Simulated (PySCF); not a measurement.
**PbH: the SCF solver's settings**

Aim: find out which solver settings change the answer for PbH.

Program: PySCF 2.14.0. Level of theory: each script names its method and basis. These are calculated values, not measurements.

2 further runs of the same task are left out: 2 for a known fault of the program.

**1. The starting structure**

PbH: 2 atoms, charge 0, spin multiplicity 2.

Bond lengths: H1–Pb2 1.972 Å.

**2. The base run**

input.py reads:

```python
from pyscf import gto, scf, mp

mol = gto.M(
    atom='H 0 0 0; Pb 0 0 1.972',
    basis='jorge-dzp',
    charge=0,
    spin=1,
    verbose=4,
)
mf = scf.UHF(mol)
mf.kernel()
mp.MP2(mf).kernel()
mf.dip_moment()
print('orbital energies (hartree):', [e[max(0, n-3):n+3].round(4) for e, n in zip(mf.mo_energy, mol.nelec)])
```

Command:

```
OMP_NUM_THREADS=1 python input.py
```

Its log is not repeated here.

In short: E(SCF) = -19512.545912 Eh, 11 cycles, E(MP2) − E(SCF) = -0.46331 Eh, ⟨S²⟩ = 0.755, μ = 0.75 D (of the SCF density).

No relativity is included for the heavy element. The bond length is a typed value, not an optimised one.

**3. Convergence threshold 1e-11 hartree**

Variant 1 changes convergence threshold: default → 1e-11 hartree.

input.py reads:

```python
from pyscf import gto, scf, mp

mol = gto.M(
    atom='H 0 0 0; Pb 0 0 1.972',
    basis='jorge-dzp',
    charge=0,
    spin=1,
    verbose=4,
)
mf = scf.UHF(mol)
mf.conv_tol = 1e-11
mf.kernel()
mp.MP2(mf).kernel()
mf.dip_moment()
print('orbital energies (hartree):', [e[max(0, n-3):n+3].round(4) for e, n in zip(mf.mo_energy, mol.nelec)])
```

Command:

```
OMP_NUM_THREADS=1 python input.py
```

**4. Smearing width 0.05 hartree**

Variant 2 changes smearing width: none → 0.05 hartree; step after the SCF: mp2 → none.

Changes to input.py since step 2:

```diff
@@ -1,2 +1,2 @@
-from pyscf import gto, scf, mp
+from pyscf import gto, scf
 
@@ -10,4 +10,4 @@
 mf = scf.UHF(mol)
+mf = scf.addons.smearing_(mf, sigma=0.05, method='fermi')
 mf.kernel()
-mp.MP2(mf).kernel()
 mf.dip_moment()
```

**5. Level shift 0.1 hartree**

Variant 3 changes level shift: none → 0.1 hartree.

Changes to input.py since step 2:

```diff
@@ -10,2 +10,3 @@
 mf = scf.UHF(mol)
+mf.level_shift = 0.1
 mf.kernel()
```

**6. Second-order solver on**

Variant 4 changes second-order solver: off → on.

Changes to input.py since step 2:

```diff
@@ -10,2 +10,3 @@
 mf = scf.UHF(mol)
+mf = mf.newton()
 mf.kernel()
```

**7. Level shift -0.2 hartree**

Variant 5 changes level shift: none → -0.2 hartree.

Changes to input.py since step 2:

```diff
@@ -10,2 +10,3 @@
 mf = scf.UHF(mol)
+mf.level_shift = -0.2
 mf.kernel()
```

Before running it: what results should come out? Wanted: for each run, E(SCF); from base; gap, α spin; SCF dipole; after the SCF.

As calculated:

```
                                run  E(SCF) (hartree)  from base (eV)   cycles  gap, α spin (eV)  SCF dipole (D)               after the SCF
                               base     -19512.545912               0       11              6.37            0.75  MP2 correlation -12.607 eV
convergence threshold 1e-11 hartree     -19512.545912          0.0000       15              6.37            0.75  MP2 correlation -12.607 eV
        smearing width 0.05 hartree     -19512.439101  not comparable       12               n/a            0.69                         n/a
            level shift 0.1 hartree     -19512.545912          0.0000       13              6.37            0.75  MP2 correlation -12.607 eV
             second-order solver on     -19512.545912          0.0000  3 macro              6.37            0.75  MP2 correlation -12.607 eV
           level shift -0.2 hartree     -19512.545912          0.0000       19              6.37            0.75  MP2 correlation -12.607 eV
```

Distance from each run's final energy (log10 hartree) by cycle:

```
                                run  cycle 1  cycle 2  cycle 3  cycle 5  cycle 8  cycle 12
                               base     -1.1     -2.7     -3.6     -4.5     -5.9      done
convergence threshold 1e-11 hartree     -1.1     -2.7     -3.6     -4.5     -5.9     < -11
        smearing width 0.05 hartree     -1.0     -2.2     -3.1     -4.2     -6.8      -9.7
            level shift 0.1 hartree     -1.1     -2.6     -3.4     -4.3     -5.5      -9.1
             second-order solver on     -7.2    -10.0    < -11     done     done      done
           level shift -0.2 hartree     -1.1     -2.5     -3.1     -4.6     -6.1      -7.5
```

What this shows: The SCF energy stays the same, to the digits that matter, with convergence threshold 1e-11 hartree or level shift 0.1 hartree or second-order solver on or level shift -0.2 hartree. The base needs 11 cycles and the run with level shift -0.2 hartree needs 19.
